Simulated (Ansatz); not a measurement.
Run this with Ansatz 0.2.0 through its Python package and show what comes out.

`basr3_basr3.vasp`
```text
BaSr3
1.0
   0.00000000    4.87502878    4.87502878
   4.87502878    0.00000000    4.87502878
   4.87502878    4.87502878    0.00000000
Ba Sr
1 3
Direct
   0.00000000    0.00000000    0.00000000
   0.25000000    0.25000000    0.25000000
   0.75000000    0.75000000    0.75000000
   0.50000000    0.50000000    0.50000000
```

`run_cohesive.py`
```python
# -*- coding: utf-8 -*-
from collections import Counter
import warnings

import ansatz
from ase.io import read


def counts(outcome):
    return Counter(site.symbol for site in outcome.lattice.sites)

UNPAIRED = {"Ba": 0, "Sr": 0}  # unpaired electrons of the free atoms


def run_phase(name, crystal):
    calc = (
        crystal.calculation()
        .functional(ansatz.Functional.PBESOL)
        .scf(tolerance=1e-08)
        .basis(460)
        .kpoints(spacing=0.33)
        .occupations("cold", width=0.02)
    )
    if name.endswith(" atom"):
        calc = calc.kpoints(1, 1, 1).occupations("fermi_dirac", width=0.01)
        if UNPAIRED[name.split()[0]]:
            calc = calc.spin("collinear")
        return calc.run(threads=1)
    calc = calc.relax(force_tolerance=0.02, max_steps=60, cell=True)
    return calc.run(threads=1)

warnings.simplefilter("ignore", ansatz.DeckWarning)

phases = {}
atoms = read("basr3_basr3.vasp", format="vasp")
basr3 = ansatz.Crystal.from_ase(atoms)
phases["BaSr3"] = basr3
for element, moment in UNPAIRED.items():
    phases[f"{element} atom"] = ansatz.Lattice.orthorhombic(9.0, 9.5, 10.0).atom(element, (0.5, 0.5, 0.5), moment=moment or None)

done = {name: run_phase(name, crystal) for name, crystal in phases.items()}

for element in UNPAIRED:
    atom = done[f"{element} atom"].report
    print(f"{element} atom: {atom['energy_sigma0_ev']:.4f} eV, moment {atom['magnetization_mub']:.2f} muB")
solid = done["BaSr3"]
n = counts(solid)
binding = (sum(k * done[f"{e} atom"].report["energy_sigma0_ev"] for e, k in n.items()) - solid.report["energy_sigma0_ev"]) / sum(n.values())
print(f"cohesive energy {binding:.3f} eV/atom = {96.4853 * binding:.0f} kJ/mol of atoms (no zero-point energy)")
```

```console
$ python run_cohesive.py
Ba atom: -5860.6560 eV, moment 0.00 muB
Sr atom: -3490.4977 eV, moment 0.00 muB
cohesive energy 1.771 eV/atom = 171 kJ/mol of atoms (no zero-point energy)
```

Reading the output:
- Absolute energies stand on the zero of these potentials, so only differences at equal settings mean something.
- The magnetic order follows from the starting moments and needn't be the lowest.
- For the metals among these phases the mesh is modest: differences between phases can be off by up to 40 meV an atom.
- The program warned that this SCF threshold is loose for forces or stresses.
- The cells come from databases of deposited and of computed structures, and not all need be stable phases.
- Free atoms in a box carry small image and symmetry errors, and spin-orbit coupling is left out.
- The script silences the warnings on its input, which a real study should read.
- Finished in 15 s on 1 thread of Arm Neoverse V2, with other jobs on the host, peak memory 0.67 GiB.

(A comment or docstring line of the script was reworded after the run, the code is as it ran; lines on the test bed's own set-up are left out of the output.)
